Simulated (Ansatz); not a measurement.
# C₂H₂O₂SeSi: geometry optimisation

The task: find the minimum of C₂H₂O₂SeSi nearest to the start.

Method: RHF/def2-SVP; program: Ansatz 0.2.0.

## 1. Starting geometry

8 atoms, charge 0, spin multiplicity 1.

Atoms are counted from 1 here; the program's logs count them from 0.

Bond lengths: O1–C2 1.190 Å, C2–O3 1.462 Å, C2–Si6 1.954 Å, O3–C4 1.386 Å, C4–Se5 1.764 Å, C4–Si6 1.913 Å, Si6–H7 1.499 Å, Si6–H8 1.499 Å. Angles: O1–C2–O3 122.1°, O1–C2–Si6 147.0°, O3–C2–Si6 90.9°, C2–O3–C4 103.5°, O3–C4–Se5 124.6°, O3–C4–Si6 95.0°, Se5–C4–Si6 140.4°, C2–Si6–C4 70.6°, C2–Si6–H7 116.8°, C2–Si6–H8 116.0°, C4–Si6–H7 118.4°, C4–Si6–H8 117.6°, H7–Si6–H8 111.8°.

Geometry (Å):

```
O     1.4413   -1.6513    1.2685
C     0.8116   -0.8506    0.6537
O     1.4471    0.2512   -0.0667
C     0.3775    0.9222   -0.6386
Se    0.5220    2.3597   -1.6503
Si   -0.9563   -0.2458    0.0810
H    -1.7043   -1.1398   -0.8609
H    -1.8469    0.2974    1.1577
```

## 2. Relaxation

Input file input.yaml:

```yaml
crystal:
  periodic: [false, false, false]
  atoms:
    - { symbol: O, position_ang: [1.44129, -1.651282, 1.268465] }
    - { symbol: C, position_ang: [0.811579, -0.850627, 0.65366] }
    - { symbol: O, position_ang: [1.447126, 0.251166, -0.066736] }
    - { symbol: C, position_ang: [0.377485, 0.92217, -0.638642] }
    - { symbol: Se, position_ang: [0.522005, 2.359656, -1.650339] }
    - { symbol: Si, position_ang: [-0.956268, -0.245759, 0.080951] }
    - { symbol: H, position_ang: [-1.70434, -1.139839, -0.860949] }
    - { symbol: H, position_ang: [-1.846876, 0.297414, 1.157689] }
basis:
  gaussian: { orbitals: def2-SVP }
hamiltonian:
  xc: hf
output:
  forces: true
relax:
  f_tol: 0.003
  max_steps: 120
```

Launch:

```console
$ ansatz run input.yaml --threads 1 --pin off --max-ram 2560MiB --backend cpu --events-out ev --progress --plain --runs-dir out
```

Standard output:

```text
Warning: RAYON_NUM_THREADS=1 ignored (pool sized by the plan → 1); use --threads N
The last accepted step is kept in <dir> (removed where the run ends without a failure and the disk answers)
Engine: ansatz 0.2.0, aarch64-unknown-linux-gnu
Functional definition: HF
  exchange = exact_x
  correlation = 0
1226 factors; integrals over basis functions are off by at most 2.3e-4 eV
mean field evaluation 1: about -79310.1337 eV, gradient 4.2e1 eV
mean field evaluation 2: about -79310.2304 eV, gradient 4.2e1 eV
mean field evaluation 4: about -79314.6318 eV, gradient 4.7e0 eV
mean field evaluation 8: about -79314.7460 eV, gradient 6.3e-1 eV
mean field -79314.75031138 eV, -2914.7633124745 hartree, gradient 2.3e-5 eV, S^2 0.000000; 0 other end points of the search recorded, 0 dependent functions left out
the calculation of the forces begins
reference -79314.75031138 eV, -2914.7633124745 hartree; 39, 39 occupied and 77, 77 virtual orbitals, 1226 factors
relax step   1: F+E_penalty+E_count = -79314.75031138 eV  Δ(F+E_penalty+E_count) = +0.000e0 eV  max|allowed force component| = 2.537e0 eV/Å  Δτ_max = 0.0000 Å  (46 SCF iters, accepted)
these checks for a lower state are left out or cut short: starts, cluster_reference, orbital_swaps, neighbouring_geometries, increment
1226 factors; integrals over basis functions are off by at most 2.2e-4 eV
mean field evaluation 16: about -79314.8024 eV, gradient 4.0e-2 eV
mean field -79314.92396541 eV, -2914.7696941426 hartree, gradient 3.2e-5 eV, S^2 0.000000; 0 other end points of the search recorded, 0 dependent functions left out
the calculation of the forces begins
reference -79314.92396541 eV, -2914.7696941426 hartree; 39, 39 occupied and 77, 77 virtual orbitals, 1226 factors
relax step   2: F+E_penalty+E_count = -79314.92396541 eV  Δ(F+E_penalty+E_count) = -1.737e-1 eV  max|allowed force component| = 1.044e0 eV/Å  Δτ_max = 0.0483 Å  (42 SCF iters, accepted)
these checks for a lower state are left out or cut short: starts, cluster_reference, orbital_swaps, neighbouring_geometries, increment
1226 factors; integrals over basis functions are off by at most 2.2e-4 eV
mean field -79314.94364611 eV, -2914.7704173949 hartree, gradient 2.7e-5 eV, S^2 0.000000; 0 other end points of the search recorded, 0 dependent functions left out
the calculation of the forces begins
reference -79314.94364611 eV, -2914.7704173949 hartree; 39, 39 occupied and 77, 77 virtual orbitals, 1226 factors
relax step   3: F+E_penalty+E_count = -79314.94364611 eV  Δ(F+E_penalty+E_count) = -1.968e-2 eV  max|allowed force component| = 3.797e-1 eV/Å  Δτ_max = 0.0147 Å  (42 SCF iters, accepted)
these checks for a lower state are left out or cut short: starts, cluster_reference, orbital_swaps, neighbouring_geometries, increment
1226 factors; integrals over basis functions are off by at most 2.2e-4 eV
mean field evaluation 32: about -79314.9460 eV, gradient 4.3e-4 eV
mean field -79314.94601887 eV, -2914.7705045922 hartree, gradient 3.0e-5 eV, S^2 0.000000; 0 other end points of the search recorded, 0 dependent functions left out
the calculation of the forces begins
reference -79314.94601887 eV, -2914.7705045922 hartree; 39, 39 occupied and 77, 77 virtual orbitals, 1226 factors
relax step   4: F+E_penalty+E_count = -79314.94601887 eV  Δ(F+E_penalty+E_count) = -2.373e-3 eV  max|allowed force component| = 7.273e-2 eV/Å  Δτ_max = 0.0056 Å  (43 SCF iters, accepted)
these checks for a lower state are left out or cut short: starts, cluster_reference, orbital_swaps, neighbouring_geometries, increment
1226 factors; integrals over basis functions are off by at most 2.2e-4 eV
mean field -79314.94609972 eV, -2914.7705075634 hartree, gradient 2.2e-5 eV, S^2 0.000000; 0 other end points of the search recorded, 0 dependent functions left out
the calculation of the forces begins
reference -79314.94609972 eV, -2914.7705075634 hartree; 39, 39 occupied and 77, 77 virtual orbitals, 1226 factors
relax step   5: F+E_penalty+E_count = -79314.94609972 eV  Δ(F+E_penalty+E_count) = -8.085e-5 eV  max|allowed force component| = 7.415e-2 eV/Å  Δτ_max = 0.0014 Å  (34 SCF iters, accepted)
these checks for a lower state are left out or cut short: starts, cluster_reference, orbital_swaps, neighbouring_geometries, increment
1226 factors; integrals over basis functions are off by at most 2.2e-4 eV
mean field -79314.94587441 eV, -2914.7704992832 hartree, gradient 2.7e-5 eV, S^2 0.000000; 0 other end points of the search recorded, 0 dependent functions left out
the calculation of the forces begins
reference -79314.94587441 eV, -2914.7704992832 hartree; 39, 39 occupied and 77, 77 virtual orbitals, 1226 factors
relax step   6: F+E_penalty+E_count = -79314.94587441 eV  Δ(F+E_penalty+E_count) = +2.253e-4 eV  max|allowed force component| = 9.956e-2 eV/Å  Δτ_max = 0.0072 Å  (43 SCF iters, rejected (line search))
these checks for a lower state are left out or cut short: starts, cluster_reference, orbital_swaps, neighbouring_geometries, increment
1226 factors; integrals over basis functions are off by at most 2.2e-4 eV
mean field -79314.94652005 eV, -2914.7705230103 hartree, gradient 2.5e-5 eV, S^2 0.000000; 0 other end points of the search recorded, 0 dependent functions left out
the calculation of the forces begins
reference -79314.94652005 eV, -2914.7705230103 hartree; 39, 39 occupied and 77, 77 virtual orbitals, 1226 factors
relax step   7: F+E_penalty+E_count = -79314.94652005 eV  Δ(F+E_penalty+E_count) = -4.203e-4 eV  max|allowed force component| = 1.198e-2 eV/Å  Δτ_max = 0.0034 Å  (34 SCF iters, accepted)
these checks for a lower state are left out or cut short: starts, cluster_reference, orbital_swaps, neighbouring_geometries, increment
1226 factors; integrals over basis functions are off by at most 2.2e-4 eV
mean field -79314.94652315 eV, -2914.7705231241 hartree, gradient 1.0e-5 eV, S^2 0.000000; 0 other end points of the search recorded, 0 dependent functions left out
the calculation of the forces begins
reference -79314.94652315 eV, -2914.7705231241 hartree; 39, 39 occupied and 77, 77 virtual orbitals, 1226 factors
relax step   8: F+E_penalty+E_count = -79314.94652315 eV  Δ(F+E_penalty+E_count) = -3.097e-6 eV  max|allowed force component| = 1.420e-2 eV/Å  Δτ_max = 0.0007 Å  (33 SCF iters, accepted)
these checks for a lower state are left out or cut short: starts, cluster_reference, orbital_swaps, neighbouring_geometries, increment
1226 factors; integrals over basis functions are off by at most 2.2e-4 eV
mean field evaluation 64: about -79314.9465 eV, gradient 1.1e-4 eV
mean field -79314.94652678 eV, -2914.7705232577 hartree, gradient 8.9e-6 eV, S^2 0.000000; 0 other end points of the search recorded, 0 dependent functions left out
the calculation of the forces begins
reference -79314.94652678 eV, -2914.7705232577 hartree; 39, 39 occupied and 77, 77 virtual orbitals, 1226 factors
relax step   9: F+E_penalty+E_count = -79314.94652678 eV  Δ(F+E_penalty+E_count) = -3.635e-6 eV  max|allowed force component| = 6.476e-3 eV/Å  Δτ_max = 0.0004 Å  (31 SCF iters, accepted)
these checks for a lower state are left out or cut short: starts, cluster_reference, orbital_swaps, neighbouring_geometries, increment
1226 factors; integrals over basis functions are off by at most 2.2e-4 eV
mean field -79314.94652726 eV, -2914.7705232750 hartree, gradient 5.2e-5 eV, S^2 0.000000; 0 other end points of the search recorded, 0 dependent functions left out
the calculation of the forces begins
reference -79314.94652726 eV, -2914.7705232750 hartree; 39, 39 occupied and 77, 77 virtual orbitals, 1226 factors
relax step  10: F+E_penalty+E_count = -79314.94652726 eV  Δ(F+E_penalty+E_count) = -4.722e-7 eV  max|allowed force component| = 2.911e-4 eV/Å  Δτ_max = 0.0001 Å  (25 SCF iters, accepted)
1226 factors; integrals over basis functions are off by at most 2.2e-4 eV
mean field -79314.94652726 eV, -2914.7705232750 hartree, gradient 5.2e-5 eV, S^2 0.000000; 1 other end points of the search recorded, 0 dependent functions left out
the calculation of the forces begins
reference -79314.94652726 eV, -2914.7705232750 hartree; 39, 39 occupied and 77, 77 virtual orbitals, 1226 factors
Total energy: -79314.94652726 eV, -2914.7705232750 hartree
Atom 0 at     1.426708    -1.605254     1.237349 Å, force     0.000234    -0.000121     0.000158 eV/Å
Atom 1 at     0.813601    -0.824772     0.635705 Å, force    -0.000074     0.000126    -0.000170 eV/Å
Atom 2 at     1.402124     0.227705    -0.066058 Å, force    -0.000291    -0.000142     0.000036 eV/Å
Atom 3 at     0.383947     0.905163    -0.625984 Å, force     0.000064     0.000101    -0.000073 eV/Å
Atom 4 at     0.533491     2.323639    -1.621719 Å, force    -0.000057    -0.000106     0.000091 eV/Å
Atom 5 at    -0.960841    -0.250345     0.090444 Å, force     0.000162     0.000042     0.000077 eV/Å
Atom 6 at    -1.676347    -1.124771    -0.850071 Å, force    -0.000010     0.000091     0.000001 eV/Å
Atom 7 at    -1.830682     0.291534     1.144431 Å, force    -0.000029     0.000008    -0.000121 eV/Å
Dipole moment:    -0.895636    -0.186295     0.062962 e Å
```

Wall time 39 s (1 thread of Arm Neoverse V2, shared host); peak memory 0.28 GiB.

Relaxation path:

```tsv
step	energy from step 1 (eV)	largest force component (eV/Å)
1	0.0000	2.5374
2	-0.1737	1.0445
3	-0.1933	0.3797
4	-0.1957	0.0727
5	-0.1958	0.0741
6	-0.1956	0.0996
7	-0.1962	0.0120
8	-0.1962	0.0142
9	-0.1962	0.0065
10	-0.1962	0.0003
```

Distances of close pairs at the start and the end, largest changes first:

```tsv
bond	before (Å)	after (Å)	change (Å)
C2–O3	1.462	1.395	-0.067
O3–C4	1.386	1.345	-0.041
O1–C2	1.190	1.161	-0.029
Si6–H8	1.499	1.470	-0.029
Si6–H7	1.499	1.470	-0.029
C4–Se5	1.764	1.740	-0.024
C2–Si6	1.954	1.943	-0.011
C4–Si6	1.913	1.912	-0.001
```

## 3. Summary of results

```
             quantity      value
        energy gained  0.1962 eV
root mean square move    0.038 Å
        dipole moment     4.40 D
```

**Reading.** Bond lengths: O1–C2 1.161 Å, C2–O3 1.395 Å, C2–Si6 1.943 Å, O3–C4 1.345 Å, C4–Se5 1.740 Å, C4–Si6 1.912 Å, Si6–H7 1.470 Å, Si6–H8 1.470 Å. Angles: O1–C2–O3 123.0°, O1–C2–Si6 145.8°, O3–C2–Si6 91.2°, C2–O3–C4 105.7°, O3–C4–Se5 125.7°, O3–C4–Si6 94.1°, Se5–C4–Si6 140.1°, C2–Si6–C4 69.0°, C2–Si6–H7 116.6°, C2–Si6–H8 116.6°, C4–Si6–H7 117.5°, C4–Si6–H8 117.5°, H7–Si6–H8 113.0°. No frequencies were computed here.
